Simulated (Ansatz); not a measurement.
**Cl2FSV: basis-set convergence**

An exercise on one series of results from a longer session: the logs are not shown, and one member is left open.

The runs use Ansatz 0.2.0, Gaussian basis; one geometry, several basis sets.

The runs, in order: PBE0-D4/def2-SVP; ωB97M-V/def2-SVP; PBE0-D4/def2-QZVPP; ωB97M-V/def2-QZVPP; the functionals' def2-TZVPP values are taken from earlier runs.

## The relaxed structure

An earlier PBE0-D4 in a triple-zeta def2 set relaxation fixed the geometry.

SMILES `[F][V](=[S])([Cl])[Cl]`, 5 atoms, charge 0, spin multiplicity 1.

Atoms are counted from 1 here; the program's logs count them from 0.

Bond lengths: F1–V2 1.709 Å, V2–S3 1.978 Å, V2–Cl4 2.124 Å, V2–Cl5 2.124 Å. Angles: F1–V2–S3 109.0°, F1–V2–Cl4 110.5°, F1–V2–Cl5 110.5°, S3–V2–Cl4 108.3°, S3–V2–Cl5 108.3°, Cl4–V2–Cl5 110.1°.

Set-up of the first run:

File in.yaml:

```yaml
crystal:
  periodic: [false, false, false]
  atoms:
    - {symbol: F, position_ang: [-0.221171, -0.214977, 1.758541]}
    - {symbol: V, position_ang: [0.007242, -0.030725, 0.075347]}
    - {symbol: S, position_ang: [1.550324, -1.132251, -0.488835]}
    - {symbol: Cl, position_ang: [-1.709966, -0.692537, -0.985223]}
    - {symbol: Cl, position_ang: [0.423371, 1.996889, -0.401331]}
basis:
  gaussian: {orbitals: def2-SVP}
hamiltonian: {xc: pbe0, dispersion: d4}
output: {orbitals: {seedname: orbitals}}
```

Run with:

```console
$ ansatz run in.yaml --threads 4 --pin off --events-out ev --progress --plain --max-ram 10444MiB
```

Steps of the session up to this table: PBE0-D4 in def2-SVP; ωB97M-V in def2-SVP; PBE0-D4 in def2-QZVPP; ωB97M-V in def2-QZVPP.

One table of the session follows, with a row left open; its other results are not shown here.

It belongs to the step «Functionals by basis». 

| functional | basis | HOMO (eV) | LUMO (eV) |
| --- | --- | --- | --- |
| PBE0-D4 | def2-SVP | -8.67 | -4.29 |
| PBE0-D4 | def2-TZVPP | -8.69 | -4.23 |
| PBE0-D4 | def2-QZVPP | -8.69 | -4.24 |
| ωB97M-V | def2-SVP | -10.68 | -2.07 |
| ωB97M-V | def2-TZVPP | ? | ? |
| ωB97M-V | def2-QZVPP | -10.77 | -2.09 |

**Question.** Estimate the row for ωB97M-V, def2-TZVPP.

The run gave: HOMO (eV): -10.76; LUMO (eV): -2.07. In the column «HOMO (eV)» it lies between ωB97M-V, def2-QZVPP (-10.77) and ωB97M-V, def2-SVP (-10.68).
